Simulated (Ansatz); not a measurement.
Debugging an equation of state with a fit of LiSb3, space group Pm-3m (Ansatz 0.2.0, Python API).

`eos_lisb3.py`:
```python
"""Energy against volume for LiSb3, with a fit."""

import ansatz as az
import numpy as np
from pymatgen.analysis.eos import EOS

VECTORS = np.array([
    [4.68102, 0.0, 0.0],
    [0.0, 4.68102, 0.0],
    [0.0, 0.0, 4.68102],
])
SITES = [
    ("Li", (0.0, 0.0, 0.0)),
    ("Sb", (0.5, 0.0, 0.5)),
    ("Sb", (0.0, 0.5, 0.5)),
    ("Sb", (0.5, 0.5, 0.0)),
]


def make_crystal(cell):
    crystal = az.Crystal(lattice=az.Lattice.of(cell))
    for symbol, position in SITES:
        crystal = crystal.atom(symbol, position)
    return crystal

# uniform scaling of the cell
volumes, energies, pressures = [], [], []
for scale in np.linspace(0.88, 1.12, 7):
    cell = VECTORS * scale ** (1 / 3)
    job = (
        make_crystal(cell).calculation()
        .functional("PBE", dispersion="d3bjatm")
        .occupations("fixed")
        .scf(tolerance=1e-07)
        .basis(500)  # cutoff of the orbital basis
        .kpoints(4, 4, 4)
        .stress()
    )
    report = job.run(threads=1).report
    volumes.append(abs(np.linalg.det(cell)) / len(SITES))
    energies.append(report["free_energy_ev"] / len(SITES))
    pressures.append(np.trace(report["stress_gpa"]) / 3)
    print(f"V = {volumes[-1]:8.4f} A^3/atom  F = {energies[-1]:.5f} eV/atom  P = {pressures[-1]:8.3f} GPa")

for form in ["murnaghan", "vinet", "birch_murnaghan"]:
    fit = EOS(eos_name=form).fit(volumes, energies)
    print(f"{form:18s} V0 {fit.v0:8.4f} A^3/atom  B0 {fit.b0_GPa:7.1f} GPa  B1 {fit.b1:5.2f}")
```

Output of `python eos_lisb3.py`:
```text
DeckWarning: output.stress: scf.convergence.dr2_threshold = 1e-7 eV (the SCF's general default) is looser than the 4e-10 eV advised for a printed stress (1e-10 eV for each atom of the cell: 4). What an SCF threshold leaves in a stress goes as its square root, and in the free energy as the threshold itself, and one threshold admits the most on a small cell: of the crystals measured, under no hybrid functional and no lock of the moments, on runs that ended without the residual-converged pass, on stresses that held no estimate of that error, the worst erred by over 100 MPa in a component at 1e-7 eV an atom and by under 5 at 1e-10. Set scf.convergence.dr2_threshold to 4e-10 eV or tighter. The threshold is an SCF's pass mark: one that does not reach it within its budget of iterations ends unconverged, or closes short of it on a stop that the run arms, and scf.convergence.dr2_threshold's page says what that costs each kind of run
RunWarning: iter 1: σ=0 fill of 24 bands saw a band overlap (occupied 12.4103 eV > unoccupied 10.3157 eV) — on an unconverged iterate often a transient of an unconverged empty band; one that stands at the close is told there (band_overlap_at_count); if the run fails to converge, the spectrum is likely genuinely metallic at σ=0 — use a smearing of finite width or the tetrahedron method (which not every kind of run takes: see the entry of scf.occupations.method in the input reference), with at least one empty band (raise scf.n_extra_bands, or leave it out; where the count is already the smallest k-point's plane-wave count, raise basis.ecutwfc first)
RunWarning: a fill by count may have filled part of one level: at k-index 0 the highest filled band, 12.279243 eV, and the lowest empty band, 12.279243 eV, stand 3.553e-15 eV apart, within the solve's uncertainty, 3.162e-4 eV. If they are one level, whatever splits it, however little, can move the result. A smearing (`scf.occupations.method` with a `width`) well over the split that the run's distortions make, where the deck can take one, can fill the level evenly. On an open shell (a free atom, a radical) an even fill, a smearing's or one that the run's symmetry operations hold, can lie tenths of an eV above a state that splits the level, and an energy difference taken against it is then off by as much. To look for that state on an open shell, re-run with `crystal.symmetry.detect: false`, without `crystal.symmetry.time_reversal: true` (on a non-collinear deck from a starting moment too), where the deck allows it, and compare the energies; that run can end on one of several states, or fail to converge. If the gap is true, a tighter SCF threshold (`scf.convergence.dr2_threshold`, or `saddle.dr2_threshold`, `phonons.dr2_threshold` by `fd` or `hamiltonian.hubbard.lr.dr2_threshold` [...]
RunWarning: the bands overlap at the fill by count (24 filled at each k-point of a channel): the highest filled level, 12.434037 eV at k-index 8, stands 2.1161 eV over the lowest empty one, 10.317940 eV at k-index 2, so that a fill of the lowest levels lies lower and no gap is reported. A metal, or a carrier in a host's bands, wants a smearing of finite width or the tetrahedron method (`scf.occupations.method`). A defect's level that its images broaden is meant whole, and this fill is then the right one; a shifted mesh or single k-points narrow the overlap
V =  22.5655 A^3/atom  F = -4914.75109 eV/atom  P =    5.192 GPa
V =  23.5912 A^3/atom  F = -4914.77349 eV/atom  P =    1.933 GPa
V =  24.6169 A^3/atom  F = -4914.77920 eV/atom  P =   -0.106 GPa
V =  25.6426 A^3/atom  F = -4914.77159 eV/atom  P =   -2.046 GPa
V =  26.6683 A^3/atom  F = -4914.75289 eV/atom  P =   -3.730 GPa
Traceback (most recent call last):
  File "eos_lisb3.py", line 39, in <module>
    report = job.run(threads=1).report
             ~~~~~~~^^^^^^^^^^^
  ...
ansatz.NonConvergedError: did not converge after 100 iterations: dr2 = 1.72e-2 (threshold 1.00e-7), under the density mixer `msr1`, which `scf.mixing.algorithm: auto` chose by the deck's other keys (type `scf.mixing.algorithm: msr1` to keep it); at k-index 1, counted from 0 in this SCF's own list of k-points, the highest band that the last eigensolve's fill by count filled, 8.265508 eV, and the lowest that it left empty, 8.265508 eV, lay 5.446e-12 eV apart, the closest at any k-point: where those lie closer than the levels still move from one iteration to the next, and no symmetry of the run holds them equal, such a fill need not settle, and opposed starting moments at zero total moment, or else a narrow smearing, may settle it (`scf.occupations.method`, Limitations, in the input reference); raise `scf.max_iter`, which need not help a stalled SCF, or adjust the mixing (`scf.mixing`) or, under a smearing, its width (`scf.occupations.width`, in either direction: another width is another result); this SCF holds its density and magnetisation to the symmetry operations that it keeps, and cannot end on a state that breaks one of them: if the state sought breaks one, re-run with [...]
```
(Warnings from the package without file and line, shortened, repeats left out; library frames cut from the traceback.)

Why does it end like this?

The fault: fixed occupations, though the bands overlap at this level of theory. The correction:

```diff
--- before
+++ after
@@ -32,3 +32,3 @@
         .functional("PBE", dispersion="d3bjatm")
-        .occupations("fixed")
+        .occupations("fermi_dirac", width=0.1)
         .scf(tolerance=1e-07)
```

With that change:

`python eos_lisb3.py` gives:
```text
DeckWarning: output.stress: scf.convergence.dr2_threshold = 1e-7 eV (the SCF's general default) is looser than the 4e-10 eV advised for a printed stress (1e-10 eV for each atom of the cell: 4). What [...]
V =  22.5655 A^3/atom  F = -4914.94583 eV/atom  P =    5.405 GPa
V =  23.5912 A^3/atom  F = -4914.96998 eV/atom  P =    2.264 GPa
V =  24.6169 A^3/atom  F = -4914.97622 eV/atom  P =   -0.216 GPa
V =  25.6426 A^3/atom  F = -4914.96832 eV/atom  P =   -2.173 GPa
V =  26.6683 A^3/atom  F = -4914.94928 eV/atom  P =   -3.718 GPa
V =  27.6940 A^3/atom  F = -4914.92141 eV/atom  P =   -4.939 GPa
V =  28.7197 A^3/atom  F = -4914.88657 eV/atom  P =   -5.906 GPa
murnaghan          V0  24.5127 A^3/atom  B0    53.6 GPa  B1  4.82
vinet              V0  24.5197 A^3/atom  B0    53.8 GPa  B1  4.56
birch_murnaghan    V0  24.5176 A^3/atom  B0    53.7 GPa  B1  4.64
```
(Warnings from the package without file and line, shortened.)

Reading the output:
- Absolute energies stand on the zero of these potentials, so only differences at equal settings mean something.
- Dispersion corrections can be off by several per cent in the lattices of metals, and by several GPa in the pressure at a fixed cell.
- For a metal this k-point mesh is coarse: on a finer one energies can move by several to tens of meV an atom and pressures by half a GPa or more, differences at one mesh by less.
- Pressure is positive in compression.
- The structure comes from a database of computed cells and needn't be a stable or known phase.
- Wall time of the script: 13 s on 1 thread of Arm Neoverse V2, with other jobs on the host, peak memory 0.51 GiB.

(Lines on the test bed's own set-up are left out of the output.)
